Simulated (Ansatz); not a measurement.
# BFH₄O₂ (built from SMILES F.OBO): search for a transition state

Aim: find the saddle point of a four-centre ligand exchange that is to form B1–F6, H2–H5 and break B1–H2, H5–F6, prove it by its vibrations, and relax downhill on both sides to see what it joins.

Program: Ansatz 0.2.0, Gaussian basis. Level of theory: PBE0-D4, def2-SVP first, then def2-TZVP. These are calculated values, not measurements.

153 further runs of the same task are left out: 1 that didn't finish, 152 set aside as unsound or not needed.

### Step 1. The system as given

The guess: 8 atoms, charge 0, spin multiplicity 1.

Atoms are counted from 1 here; the program's logs count them from 0.

Bond lengths: B1–O3 1.344 Å, B1–O4 1.344 Å, O3–H7 0.956 Å, O4–H8 0.956 Å. Angles: O3–B1–O4 124.9°, B1–O3–H7 118.5°, B1–O4–H8 115.5°.

As a file:

```mol
BFH4O2
  3D, bonds by distance, orders not assigned

  8  4  0  0  0  0  0  0  0  0999 V2000
   -0.0363    0.1269    0.1130 B   0  0
    1.1868    0.6360   -0.6267 H   0  0
   -1.2177    0.3531   -0.4867 O   0  0
    0.2049    0.2932    1.4251 O   0  0
    1.2036   -0.3452   -0.6454 H   0  0
    0.5811   -1.3543   -0.4025 F   0  0
   -1.3561    0.0049   -1.3664 H   0  0
   -0.5664    0.2855    1.9897 H   0  0
  1  3  8  0
  1  4  8  0
  3  7  8  0
  4  8  8  0
M  END
```

Distances that are to change: B1–F6 1.69 Å, H2–H5 0.98 Å, B1–H2 1.52 Å, H5–F6 1.21 Å.

### Step 2. Relaxing the guess with the reacting distances held

The input, hold/in.yaml:

```yaml
crystal:
  periodic: [false, false, false]
  atoms:
    - {symbol: B, position_ang: [-0.036300, 0.126900, 0.113000]}
    - {symbol: H, position_ang: [1.186800, 0.636000, -0.626700]}
    - {symbol: O, position_ang: [-1.217700, 0.353100, -0.486700]}
    - {symbol: O, position_ang: [0.204900, 0.293200, 1.425100]}
    - {symbol: H, position_ang: [1.203600, -0.345200, -0.645400]}
    - {symbol: F, position_ang: [0.581100, -1.354300, -0.402500]}
    - {symbol: H, position_ang: [-1.356100, 0.004900, -1.366400]}
    - {symbol: H, position_ang: [-0.566400, 0.285500, 1.989700]}
basis:
  gaussian: {orbitals: def2-SVP}
hamiltonian: {xc: pbe0, dispersion: d4}
relax: {f_tol: 0.08, max_steps: 120, escape_saddle: false, constraints: [{distance: [0, 5]}, {distance: [1, 4]}, {distance: [0, 1]}, {distance: [4, 5]}]}
```

Command:

```console
$ ansatz run in.yaml --threads 2 --pin off --events-out ev --progress --plain --max-ram 4352MiB
```

Further steps of the session: Force constants to start from; Saddle search in the small basis; Saddle search in triple zeta; Checking the order of the point; Relaxing after a step of 0.30 Å one way along the mode; Relaxing after a step of 0.30 Å the other way along the mode.

Before running it: what results should come out? Wanted: imaginary mode; barrier from the start side; barrier from the end side; energy of the step; pairs that change; zero-point energy at the saddle.

**Answer**, as computed:

| quantity | value |
| --- | --- |
| imaginary mode | 1156i cm⁻¹ |
| barrier from the start side | 139.4 kJ/mol |
| barrier from the end side | 226.2 kJ/mol |
| energy of the step | -86.7 kJ/mol |
| pairs that change | B1–F6 formed, H2–H5 formed, B1–H2 broken, H5–F6 broken |
| zero-point energy at the saddle | 1.399 eV |

One imaginary mode, 1156i cm⁻¹, makes this a first-order saddle. Going downhill both ways gives the intended start and end. At PBE0-D4/def2-TZVP the electronic barrier is 139.4 kJ/mol, about 56 kT at 298 K, and the step runs 86.7 kJ/mol downhill. The barrier is thin enough for tunnelling; the leading (Wigner) term alone is a factor of 2.3 at 298 K. A step off the saddle overshot and began above it in energy, so the link to its end is likely but not proven. Lower complexes than these ends may exist.
